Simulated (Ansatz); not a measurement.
B2H6OSi, SMILES BOB[SiH3], a ladder of methods at one geometry

Program: Ansatz 0.2.0, Python API.

Notebook, run cell by cell (the value of a cell's last expression is shown):

In [1]:
```python
import ansatz as az
```

In [2]:
```python
geometry_ang = [
    ("B", (-0.63, 1.4865, -1.1145)),
    ("O", (0.6628, 1.1277, -0.7123)),
    ("B", (0.5721, -0.3176, -0.5321)),
    ("Si", (0.364, -1.0522, 1.247)),
    ("H", (-0.9516, 1.5783, -2.2925)),
    ("H", (-1.4739, 1.88, -0.3185)),
    ("H", (0.8647, -1.0442, -1.4169)),
    ("H", (0.3732, -2.5137, 1.173)),
    ("H", (-1.028, -0.6155, 1.7719)),
    ("H", (1.3299, -0.5805, 2.1978)),
]
b2h6osi = az.Crystal.molecule()
for symbol, xyz in geometry_ang:
    b2h6osi = b2h6osi.atom(symbol, xyz)
```

In [3]:
```python
model = b2h6osi.calculation().basis(gaussian="cc-pVDZ")
```

In [4]:
```python
methods = ["mp2", "ccsd", "ccsd_t"]
reports = [model.correlation(m).run().report for m in methods]
print(f"Hartree-Fock reference {reports[0]['reference_energy_ev'] / 27.211386246:.6f} Ha")
best = reports[-1]["free_energy_ev"] - reports[-1]["reference_energy_ev"]
for method, each in zip(methods, reports):
    gained = each["free_energy_ev"] - each["reference_energy_ev"]
    print(f"{method:8s} total {each['free_energy_ev'] / 27.211386246:.6f} Ha  correlation {gained:9.4f} eV  ({100 * gained / best:.1f} % of the last)")
```
```text
Hartree-Fock reference -416.660362 Ha
mp2      total -417.114865 Ha  correlation  -12.3677 eV  (86.9 % of the last)
ccsd     total -417.169644 Ha  correlation  -13.8583 eV  (97.4 % of the last)
ccsd_t   total -417.183468 Ha  correlation  -14.2344 eV  (100.0 % of the last)
```

Total energies depend on the basis set; only differences at equal settings carry meaning. The geometry is a force-field or estimated start, not a minimum of this method, and the basis set is short of its limit. A lower total doesn't mark the better method: functionals have no common bound, and MP2 and coupled cluster aren't variational. Inner cores stay frozen, so this is valence correlation. For Al to Cl the sets with a tight d function, cc-pV(X+d)Z, are usual. Run time: 12 s on 1 thread of Intel(R) Xeon(R) 6975P-C (Granite Rapids) (shared host), peak memory 0.36 GiB.
